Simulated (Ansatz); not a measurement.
# GeNH4O (SMILES [NH][GeH2][OH]) at UCCSD/def2-SVPD

What is the vertical electron affinity of GeNH4O at UCCSD/def2-SVPD? 

The calculation is run with Ansatz 0.2.0.

66 further runs of the same task are left out: 66 set aside as unsound or not needed.

### 1 The system as given

The species is GeNH4O (7 atoms), meant as a doublet with charge 0. As SMILES, `[NH][GeH2][OH]`. The coordinates come from a PBE0-D4/def2-TZVP relaxation. This is one conformer, not always the lowest.

Bond lengths: N1–Ge2 1.860 Å, Ge2–O3 1.772 Å, N1–H4 1.025 Å, Ge2–H5 1.544 Å, Ge2–H6 1.536 Å, O3–H7 0.961 Å. Angles: N1–Ge2–O3 106.5°, N1–Ge2–H5 107.6°, N1–Ge2–H6 113.8°, O3–Ge2–H5 110.8°, O3–Ge2–H6 105.4°, Ge2–N1–H4 110.2°, Ge2–O3–H7 111.8°, H5–Ge2–H6 112.6°.

### 2 A single-point energy at UCCSD/def2-SVPD

molecule.yaml

```yaml
crystal:
  periodic: [false, false, false]
  atoms:
    - {symbol: "N", position_ang: [-1.180000, -0.629600, -0.704300]}
    - {symbol: Ge, position_ang: [0.091800, 0.357900, 0.227300]}
    - {symbol: O, position_ang: [1.488100, -0.708500, 0.454200]}
    - {symbol: H, position_ang: [-2.073700, -0.127300, -0.724700]}
    - {symbol: H, position_ang: [0.468500, 1.575300, -0.644200]}
    - {symbol: H, position_ang: [-0.348300, 0.758200, 1.642900]}
    - {symbol: H, position_ang: [1.614800, -1.294000, -0.296700]}
basis:
  gaussian:
    orbitals: def2-SVPD
magnetization:
  spin_polarized: true
  initial_magnetization: 1
correlation:
  method: ccsd
  frozen_orbitals: {Ge: 9, H: 0, "N": 1, O: 1}
accuracy: high
scf:
  omitted_lower_state_checks: [cluster_reference, increment]
```

Run with:

```
$ ansatz run molecule.yaml --threads 1 --pin off --max-ram 3480MiB --events-out events.jsonl --progress --plain --runs-dir runs
```

The program printed, shortened:

```text
Warning: RAYON_NUM_THREADS=1 ignored (pool sized by the plan → 1); use --threads N
Functional definition: HF
  name "HF"
[...]
2285 factors; integrals over basis functions are off by at most 4.7e-9 eV
[...]
mean field -60045.50184276 eV, -2206.6314924184 hartree, gradient 2.3e-8 eV, S^2 0.760819; 3 other end points of the search recorded, 0 dependent functions left out
11 core orbitals not correlated: weight in the atoms' cores, before any rotation towards them, 1.000 or more for the frozen orbitals, at most 0.000 for the correlated occupied ones
reference -60045.50184276 eV, -2206.6314924184 hartree; 15, 14 occupied and 87, 88 virtual orbitals, 2285 factors
second order -15.80372237 eV of doubles, -0.00000000 eV of singles
cycle   1  -15.85548111 eV  change   -5.2e-2 eV  update   1.0e-1
[...]
cycle  30  -16.43839963 eV  change    2.3e-9 eV  update   2.1e-9
Total energy: -60061.94024239 eV, -2207.2355924626 hartree
Checks for a lower state left out: cluster_reference, increment
```

Wall time 2.8 min (1 thread of Arm Neoverse V1, shared host); peak memory 2.1 GiB.

### 3 The singlet anion at the same level

Changes to molecule.yaml since step 2:

```diff
@@ -11,12 +11,7 @@
 basis:
-  gaussian:
-    orbitals: def2-SVPD
-magnetization:
-  spin_polarized: true
-  initial_magnetization: 1
-correlation:
-  method: ccsd
-  frozen_orbitals: {Ge: 9, H: 0, "N": 1, O: 1}
+  gaussian: {orbitals: def2-SVPD}
+total_charge: -1
+magnetization: {spin_polarized: false}
+correlation: {method: ccsd, frozen_orbitals: {Ge: 9, H: 0, "N": 1, O: 1}}
 accuracy: high
-scf:
-  omitted_lower_state_checks: [cluster_reference, increment]
+scf: {omitted_lower_state_checks: [cluster_reference, increment]}
```

Run with:

```
$ ansatz run molecule.yaml --threads 1 --pin off --max-ram 3480MiB --events-out events.jsonl --progress --plain --runs-dir runs
```

The program printed, shortened:

```text
Warning: RAYON_NUM_THREADS=1 ignored (pool sized by the plan → 1); use --threads N
Functional definition: HF
  name "HF"
[...]
2285 factors; integrals over basis functions are off by at most 4.7e-9 eV
[...]
mean field -60045.37430932 eV, -2206.6268056510 hartree, gradient 6.8e-8 eV, S^2 0.000000; 0 other end points of the search recorded, 0 dependent functions left out
11 core orbitals not correlated: weight in the atoms' cores, before any rotation towards them, 1.000 or more for the frozen orbitals, at most 0.000 for the correlated occupied ones
reference -60045.37430932 eV, -2206.6268056510 hartree; 15, 15 occupied and 87, 87 virtual orbitals, 2285 factors
second order -17.61394363 eV of doubles, -0.00000000 eV of singles
cycle   1  -17.22086320 eV  change    3.9e-1 eV  update   1.2e-1
[...]
cycle  25  -17.88325861 eV  change   4.4e-10 eV  update   2.5e-9
Total energy: -60063.25756793 eV, -2207.2840032832 hartree
Checks for a lower state left out: cluster_reference, increment
```

Wall time 43 s (1 thread of Arm Neoverse V1, shared host); peak memory 0.95 GiB.

### 4 Summary of results

Level: UCCSD/def2-SVPD, 11 core orbitals frozen.

```
                                                    quantity           value
                                doublet GeNH4O: total energy  -2207.23559 Eh
doublet GeNH4O: correlation energy (11 core orbitals frozen)      -604.1 mEh
           doublet GeNH4O: ⟨S²⟩ of the reference determinant           0.761
                               doublet GeNH4O: T1 diagnostic           0.014
                                 singlet anion: total energy  -2207.28400 Eh
 singlet anion: correlation energy (11 core orbitals frozen)      -657.2 mEh
                                singlet anion: T1 diagnostic           0.016
           vertical electron affinity (to the singlet anion)        1.317 eV
```

At fixed nuclei the extra electron is bound by 1.32 eV (127 kJ/mol).
